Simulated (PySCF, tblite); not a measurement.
# C₅H₄O₂S+ (doublet): geometry, infrared bands and EPR parameters

Wanted: the infrared bands and EPR parameters of C₅H₄O₂S+ (doublet) (`O=C(O)C1=CS[CH][CH+]1`), by calculation.

The runs use tblite 0.8.0 and PySCF 2.14.0, with density-fitted response routines of our own; the level of theory stands in each step. All values are computed, except where a source is named. Atoms are numbered from 0 throughout.

### Step 1. The starting structure

12 atoms, charge 1, multiplicity 2; geometry from: force field or distance geometry start.

Bonds of the start (Å): O0–C1 1.22, C1–O2 1.36, C1–C3 1.47, C3–C4 1.36, C4–S5 1.76, S5–C6 1.74, C6–C7 1.43, C7–C3 1.43, O2–H8 0.98, C4–H9 1.08, C6–H10 1.08, C7–H11 1.08.

### Step 2. Optimising the geometry with GFN2-xTB

The job: settings as JSON, then the geometry in Å.

```
{"job": {"kind": "relax", "xc": "GFN2-xTB", "basis": "xTB"}, "charge": 1, "multiplicity": 2}
O      2.068800    -0.389200    -1.324100
C      1.524000    -0.370600    -0.236400
O      2.227000    -0.689400     0.888500
C      0.123800    -0.030300     0.031100
C     -0.465000    -0.026300     1.254400
S     -2.170200     0.422000     1.236500
C     -2.124000     0.617500    -0.495900
C     -0.806900     0.333500    -0.988900
H      3.123600    -0.886500     0.554500
H      0.031200    -0.265400     2.182000
H     -2.978900     0.905600    -1.090400
H     -0.552100     0.378400    -2.037400
```

The run is started by

```sh
$ OMP_NUM_THREADS=1 python probes_run.py task.json out
```

One launch serves the whole session: the jobs run in the order shown.

**Question.** This job is followed by: GFN2-xTB harmonic vibrations, gas phase; UKS B3LYP, pcH-1 on C H O S, non-relativistic, mean-field spin-orbit, GIAO. What will the session give for the following? strongest single infrared mode (GFN2-xTB); zero-point energy (GFN2-xTB); g(iso) (B3LYP); ⟨S²⟩; largest a(iso).

The runs gave:

```
                                 quantity                  value
strongest single infrared mode (GFN2-xTB)  1140 cm⁻¹, 307 km/mol
             zero-point energy (GFN2-xTB)          47.6 kcal/mol
                           g(iso) (B3LYP)                2.00268
                                     ⟨S²⟩     0.765 (exact 0.75)
                           largest a(iso)    13C on C4, 43.0 MHz
```

**Reading.** Over 27 steps the energy fell by 0.249 eV; of the close pairs, S5–C6 changed most, 1.744 to 1.687 Å. No mode is imaginary among the 30: a minimum at this level. The strongest single mode, at 1140 cm⁻¹, moves mainly H8 and O2. GFN2-xTB is a fitted tight-binding method: band positions and strengths are rough. Its intensities can rank the bands wrongly. The largest spin populations lie on C4 (0.49 e), C6 (0.37 e). The isotropic g lies 0.4 ppt above the free-electron value.
